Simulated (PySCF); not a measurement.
# A diatomic session: ZnSn+, part 2 of 2

PySCF 2.14.0; Zn def2-SVPD, Sn def2-SVPD with ECP28; scalar-relativistic core potentials. The steps go on from the part before.

## (7) r²SCAN (meta-GGA)

The SCF at the reference distance, 2.782 Å, printed:

```text
[... 17 set-up lines left out, the same as in an earlier log ...]
XC functionals = R2SCAN
    J. W. Furness, A. D. Kaplan, J. Ning, J. P. Perdew, and J. Sun.,  J. Phys. Chem. Lett. 11, 8208-8215 (2020)
    J. W. Furness, A. D. Kaplan, J. Ning, J. P. Perdew, and J. Sun.,  J. Phys. Chem. Lett. 11, 9248-9248 (2020)
    J. W. Furness, A. D. Kaplan, J. Ning, J. P. Perdew, and J. Sun.,  J. Phys. Chem. Lett. 11, 8208-8215 (2020)
    J. W. Furness, A. D. Kaplan, J. Ning, J. P. Perdew, and J. Sun.,  J. Phys. Chem. Lett. 11, 9248-9248 (2020)
[... 2 set-up lines left out, the same as in an earlier log ...]
init E= -1993.21928425846
cycle= 1 E= -1993.21999446898  delta_E= -0.00071  |g|= 0.0179  |ddm|= 0.111
cycle= 2 E= -1993.21974018759  delta_E= 0.000254  |g|= 0.0318  |ddm|= 0.061
cycle= 3 E= -1993.22010337783  delta_E= -0.000363  |g|= 0.00231  |ddm|= 0.0425
cycle= 4 E= -1993.22010695882  delta_E= -3.58e-06  |g|= 0.000831  |ddm|= 0.00758
cycle= 5 E= -1993.22010834363  delta_E= -1.38e-06  |g|= 0.000425  |ddm|= 0.00397
cycle= 6 E= -1993.22010915307  delta_E= -8.09e-07  |g|= 0.000176  |ddm|= 0.00304
cycle= 7 E= -1993.22010957617  delta_E= -4.23e-07  |g|= 7.12e-05  |ddm|= 0.00397
cycle= 8 E= -1993.22010960184  delta_E= -2.57e-08  |g|= 7.69e-06  |ddm|= 0.00103
cycle= 9 E= -1993.22010960198  delta_E= -1.41e-10  |g|= 3.76e-06  |ddm|= 7.19e-05
Extra cycle  E= -1993.22010960198  delta_E=    0  |g|= 3.88e-06  |ddm|= 1.94e-05
converged SCF energy = -1993.22010960198  <S^2> = 0.75676686  2S+1 = 2.0067555
```

Re = 2.722 Å, ωe = 154.8 cm⁻¹, ωexe = 0.551 cm⁻¹, αe = 0.000276 cm⁻¹, Be = 0.05456 cm⁻¹, De = 1.68 eV, μ = -2.27 D.

## (8) M06

The SCF at the reference distance, 2.782 Å, printed:

```text
[... 13 set-up lines left out, the same as in an earlier log ...]
max_memory 909 MB (current use 444 MB)
[... 3 set-up lines left out, the same as in an earlier log ...]
XC functionals = M06
    Y. Zhao and D. G. Truhlar.,  Theor. Chem. Acc. 120, 215 (2008)
    Y. Zhao and D. G. Truhlar.,  Theor. Chem. Acc. 120, 215 (2008)
[... 2 set-up lines left out, the same as in an earlier log ...]
init E= -1993.1984278587
cycle= 1 E= -1993.20027446837  delta_E= -0.00185  |g|= 0.0408  |ddm|= 0.341
cycle= 2 E= -1993.19993794184  delta_E= 0.000337  |g|= 0.0425  |ddm|= 0.224
cycle= 3 E= -1993.20168831069  delta_E= -0.00175  |g|= 0.00513  |ddm|= 0.126
cycle= 4 E= -1993.20170135981  delta_E= -1.3e-05  |g|= 0.00159  |ddm|= 0.0103
cycle= 5 E= -1993.20170440136  delta_E= -3.04e-06  |g|= 0.000789  |ddm|= 0.00535
cycle= 6 E= -1993.20170553665  delta_E= -1.14e-06  |g|= 0.000344  |ddm|= 0.00286
cycle= 7 E= -1993.20170614183  delta_E= -6.05e-07  |g|= 0.000137  |ddm|= 0.00266
cycle= 8 E= -1993.20170628794  delta_E= -1.46e-07  |g|= 8.19e-05  |ddm|= 0.00168
cycle= 9 E= -1993.2017063006  delta_E= -1.27e-08  |g|= 1.05e-05  |ddm|= 0.000523
cycle= 10 E= -1993.20170630072  delta_E= -1.2e-10  |g|= 1.03e-06  |ddm|= 3.59e-05
Extra cycle  E= -1993.20170630072  delta_E= 1.36e-12  |g|= 1.12e-06  |ddm|= 6.5e-06
converged SCF energy = -1993.20170630072  <S^2> = 0.75103456  2S+1 = 2.0010343
```

Re = 2.785 Å, ωe = 140.3 cm⁻¹, ωexe = 0.565 cm⁻¹, αe = 0.000293 cm⁻¹, Be = 0.05211 cm⁻¹, De = 1.30 eV, μ = -1.03 D.

## (9) PBEsol (GGA)

The SCF at the reference distance, 2.782 Å, printed:

```text
[... 17 set-up lines left out, the same as in an earlier log ...]
XC functionals = PBEsol
    J. P. Perdew, A. Ruzsinszky, G. I. Csonka, O. A. Vydrov, G. E. Scuseria, L. A. Constantin, X. Zhou, and K. Burke.,  Phys. Rev. Lett. 100, 136406 (2008)
    J. P. Perdew, A. Ruzsinszky, G. I. Csonka, O. A. Vydrov, G. E. Scuseria, L. A. Constantin, X. Zhou, and K. Burke.,  Phys. Rev. Lett. 100, 136406 (2008)
[... 2 set-up lines left out, the same as in an earlier log ...]
init E= -1991.26686776734
cycle= 1 E= -1991.26689561987  delta_E= -2.79e-05  |g|= 0.105  |ddm|= 0.199
cycle= 2 E= -1991.26299384148  delta_E= 0.0039  |g|= 0.165  |ddm|= 0.161
cycle= 3 E= -1991.26944443854  delta_E= -0.00645  |g|= 0.0105  |ddm|= 0.0984
cycle= 4 E= -1991.26949187654  delta_E= -4.74e-05  |g|= 0.00431  |ddm|= 0.0352
cycle= 5 E= -1991.26951758496  delta_E= -2.57e-05  |g|= 0.000316  |ddm|= 0.0138
cycle= 6 E= -1991.26951762234  delta_E= -3.74e-08  |g|= 0.0001  |ddm|= 0.000554
cycle= 7 E= -1991.26951763713  delta_E= -1.48e-08  |g|= 2.26e-05  |ddm|= 0.00041
cycle= 8 E= -1991.26951763853  delta_E= -1.4e-09  |g|= 9e-06  |ddm|= 0.000148
cycle= 9 E= -1991.26951763866  delta_E= -1.21e-10  |g|= 1.79e-06  |ddm|= 4.31e-05
Extra cycle  E= -1991.26951763864  delta_E= 1.05e-11  |g|= 3.37e-06  |ddm|= 1.39e-05
converged SCF energy = -1991.26951763864  <S^2> = 0.75459441  2S+1 = 2.0045891
```

Re = 2.711 Å, ωe = 155.7 cm⁻¹, ωexe = 0.563 cm⁻¹, αe = 0.000281 cm⁻¹, Be = 0.05501 cm⁻¹, De = 1.74 eV, μ = -1.94 D. 14 s of CPU time for 12 points, integrals apart.

## (10) BHandHLYP (global hybrid GGA)

The SCF at the reference distance, 2.782 Å, printed:

```text
[... 17 set-up lines left out, the same as in an earlier log ...]
XC functionals = BHANDHLYP
    A. D. Becke.,  J. Chem. Phys. 98, 1372 (1993)
    Defined through Gaussian implementation.
[... 2 set-up lines left out, the same as in an earlier log ...]
init E= -1993.06684885277
cycle= 1 E= -1993.06761953395  delta_E= -0.000771  |g|= 0.0397  |ddm|= 0.117
cycle= 2 E= -1993.06753074508  delta_E= 8.88e-05  |g|= 0.0445  |ddm|= 0.0554
cycle= 3 E= -1993.06799532809  delta_E= -0.000465  |g|= 0.00148  |ddm|= 0.0268
cycle= 4 E= -1993.0679968266  delta_E= -1.5e-06  |g|= 0.000398  |ddm|= 0.00321
cycle= 5 E= -1993.06799728077  delta_E= -4.54e-07  |g|= 0.000197  |ddm|= 0.00206
cycle= 6 E= -1993.06799744122  delta_E= -1.6e-07  |g|= 0.000119  |ddm|= 0.00096
cycle= 7 E= -1993.06799759416  delta_E= -1.53e-07  |g|= 6.84e-05  |ddm|= 0.00143
cycle= 8 E= -1993.06799766289  delta_E= -6.87e-08  |g|= 2.69e-05  |ddm|= 0.00129
cycle= 9 E= -1993.06799767247  delta_E= -9.58e-09  |g|= 4.97e-06  |ddm|= 0.000615
cycle= 10 E= -1993.06799767254  delta_E= -7.59e-11  |g|= 1.57e-06  |ddm|= 4.48e-05
Extra cycle  E= -1993.06799767255  delta_E= -3.18e-12  |g|= 7.78e-07  |ddm|= 4.16e-06
converged SCF energy = -1993.06799767255  <S^2> = 0.75636333  2S+1 = 2.0063532
```

Re = 2.831 Å, ωe = 136.0 cm⁻¹, ωexe = 0.491 cm⁻¹, αe = 0.000262 cm⁻¹, Be = 0.05045 cm⁻¹, De = 1.25 eV, μ = -2.13 D. 19 s of CPU time for 12 points, integrals apart.

## (11) CAM-B3LYP (range-separated hybrid)

Output of the SCF at 2.782 Å:

```text
[... 13 set-up lines left out, the same as in an earlier log ...]
max_memory 909 MB (current use 445 MB)
[... 3 set-up lines left out, the same as in an earlier log ...]
XC functionals = CAMB3LYP
    T. Yanai, D. P. Tew, and N. C. Handy.,  Chem. Phys. Lett. 393, 51 (2004)
[... 2 set-up lines left out, the same as in an earlier log ...]
init E= -1993.25151646017
cycle= 1 E= -1993.25190236968  delta_E= -0.000386  |g|= 0.0253  |ddm|= 0.07
cycle= 2 E= -1993.25188031527  delta_E= 2.21e-05  |g|= 0.03  |ddm|= 0.0391
cycle= 3 E= -1993.25208810797  delta_E= -0.000208  |g|= 0.00179  |ddm|= 0.0159
cycle= 4 E= -1993.25209207839  delta_E= -3.97e-06  |g|= 0.000695  |ddm|= 0.00486
cycle= 5 E= -1993.25209410619  delta_E= -2.03e-06  |g|= 0.000248  |ddm|= 0.00416
cycle= 6 E= -1993.25209463034  delta_E= -5.24e-07  |g|= 0.000149  |ddm|= 0.00224
cycle= 7 E= -1993.2520948931  delta_E= -2.63e-07  |g|= 7.94e-05  |ddm|= 0.00201
cycle= 8 E= -1993.25209498676  delta_E= -9.37e-08  |g|= 1.72e-05  |ddm|= 0.00179
cycle= 9 E= -1993.25209498898  delta_E= -2.22e-09  |g|= 4.8e-06  |ddm|= 0.000277
cycle= 10 E= -1993.25209498903  delta_E= -4.59e-11  |g|= 9.32e-07  |ddm|= 3.22e-05
Extra cycle  E= -1993.25209498903  delta_E= -2.73e-12  |g|= 5.53e-07  |ddm|= 3.2e-06
converged SCF energy = -1993.25209498903  <S^2> = 0.75503148  2S+1 = 2.0050252
```

Re = 2.788 Å, ωe = 140.8 cm⁻¹, ωexe = 0.503 cm⁻¹, αe = 0.000271 cm⁻¹, Be = 0.05202 cm⁻¹, De = 1.30 eV, μ = -1.96 D.

## (12) ROHF

Log of the SCF at 2.782 Å:

```text
******** <class 'pyscf.scf.hf_symm.SymAdaptedROHF'> ********
method = SymAdaptedROHF
[... 11 set-up lines left out, the same as in an earlier log ...]
max_memory 909 MB (current use 465 MB)
num. doubly occ = 25  num. singly occ = 1
Overwritten attributes  get_k get_occ get_hcore get_j get_jk  of <class 'pyscf.scf.hf_symm.SymAdaptedROHF'>
<class 'pyscf.scf.hf_symm.SymAdaptedROHF'> does not have attributes  refdm
[... 1 set-up line left out, the same as in an earlier log ...]
init E= -1990.66797028169
cycle= 1 E= -1990.67509405207  delta_E= -0.00712  |g|= 0.113  |ddm|= 0.393
cycle= 2 E= -1990.67625799149  delta_E= -0.00116  |g|= 0.0829  |ddm|= 0.143
cycle= 3 E= -1990.67707358108  delta_E= -0.000816  |g|= 0.00571  |ddm|= 0.0289
cycle= 4 E= -1990.67710175002  delta_E= -2.82e-05  |g|= 0.00174  |ddm|= 0.0206
cycle= 5 E= -1990.67710405976  delta_E= -2.31e-06  |g|= 0.000545  |ddm|= 0.00418
cycle= 6 E= -1990.67710450127  delta_E= -4.42e-07  |g|= 0.000106  |ddm|= 0.00173
cycle= 7 E= -1990.67710451722  delta_E= -1.6e-08  |g|= 2.08e-05  |ddm|= 0.000414
cycle= 8 E= -1990.67710451758  delta_E= -3.62e-10  |g|= 4.07e-06  |ddm|= 7.94e-05
Extra cycle  E= -1990.6771045176  delta_E= -1.91e-11  |g|= 1.73e-06  |ddm|= 1.1e-05
converged SCF energy = -1990.6771045176
```

Re = 2.938 Å, ωe = 122.7 cm⁻¹, ωexe = 0.477 cm⁻¹, αe = 0.000251 cm⁻¹, Be = 0.04683 cm⁻¹, De = 0.96 eV, μ = -2.68 D.

## (13) MP2

Reference: ROHF; core orbitals frozen: 9.

Correlation energy (eV) along the bond:

```tsv
R (Å)	MP2	SCS-MP2
2.393	-11.649	-10.539
2.504	-11.585	-10.490
2.615	-11.526	-10.446
2.699	-11.485	-10.416
2.782	-11.447	-10.388
2.865	-11.411	-10.362
2.977	-11.369	-10.331
3.116	-11.322	-10.298
3.283	-11.276	-10.265
3.505	-11.226	-10.231
```

ROHF-MP2: Re = 2.792 Å, ωe = 147.4 cm⁻¹, ωexe = 0.543 cm⁻¹, αe = 0.000263 cm⁻¹, Be = 0.05188 cm⁻¹, De = 1.33 eV.

ROHF-SCS-MP2: Re = 2.829 Å, ωe = 139.7 cm⁻¹, ωexe = 0.526 cm⁻¹, αe = 0.000263 cm⁻¹, Be = 0.05053 cm⁻¹, De = 1.21 eV.

## (14) All curves

Energy (eV) from each level's lowest point:

```tsv
R (Å)	ROHF	ROHF-MP2	ROHF-SCS-MP2	PBE	PBEsol	r²SCAN	PBE0	M06	BHandHLYP	CAM-B3LYP
2.393	0.682	0.448	0.500	0.367	0.290	0.309	0.395	0.399	0.478	0.400
2.504	0.370	0.200	0.237	0.153	0.105	0.116	0.170	0.174	0.227	0.176
2.615	0.176	0.065	0.087	0.043	0.019	0.023	0.051	0.055	0.084	0.056
2.699	0.087	0.016	0.028	0.007	0.000	0.000	0.010	0.013	0.027	0.013
2.782	0.032	0.000	0.001	0.000	0.008	0.005	0.000	0.000	0.002	0.000
2.865	0.005	0.008	0.000	0.015	0.036	0.031	0.012	0.009	0.000	0.008
2.977	0.000	0.046	0.026	0.057	0.095	0.087	0.053	0.044	0.024	0.044
3.116	0.028	0.120	0.087	0.134	0.190	0.180	0.130	0.112	0.082	0.113
3.283	0.093	0.231	0.184	0.245	0.318	0.307	0.242	0.212	0.176	0.217
3.505	0.203	0.392	0.329	0.401	0.493	0.482	0.404	0.357	0.316	0.367
```

The whole job (state search and all levels along the bond) took 8.1 min on 1 thread of Arm Neoverse N1 (shared host), peak memory 1 GiB.

## (15) Results

This closing draws on all 2 parts.

Lowest PBE0 solution found, without spin–orbit coupling: ²Π (doublet), unpaired electrons π ↑. State 2 has its PBE0 minimum 0.89 eV higher. State 3 has its PBE0 minimum 2.14 eV higher. The other levels ran on the lowest alone.

```tsv
level	Re (Å)	ωe (cm⁻¹)	De (eV)	μ (D)
ROHF	2.938	122.7	0.96	-2.68
ROHF-MP2	2.792	147.4	1.33	n/a
ROHF-SCS-MP2	2.829	139.7	1.21	n/a
PBE	2.763	145.8	1.60	-1.85
PBEsol	2.711	155.7	1.74	-1.94
r²SCAN	2.722	154.8	1.68	-2.27
PBE0	2.775	146.2	1.51	-2.21
M06	2.785	140.3	1.30	-1.03
BHandHLYP	2.831	136.0	1.25	-2.13
CAM-B3LYP	2.788	140.8	1.30	-1.96
```

De is counted to Zn + Sn+ in their ground configurations. A positive dipole points from Zn to Sn; in an ion it is taken about the centre of mass and does not tell which atom is negative.

Time per point (s) on 1 thread of Arm Neoverse N1, shared host (CPU time, shared integrals of 0.63 s apart; correlated levels include their reference); the times are rough: ROHF 0.31, ROHF-MP2 0.89, ROHF-SCS-MP2 0.89, PBE 1.6, PBEsol 1.1, r²SCAN 2.4, PBE0 2.7, M06 2.3, BHandHLYP 1.6, CAM-B3LYP 3.2.

In words: The methods spread over 0.227 Å in bond length, from PBEsol to ROHF. Of the levels with a De here, ROHF gives the least (0.96 eV) and PBEsol the most (1.74 eV).

Correlated steps freeze 9 core orbitals. Spin–orbit coupling is left out, which matters for elements this heavy, above all for dissociation energies.
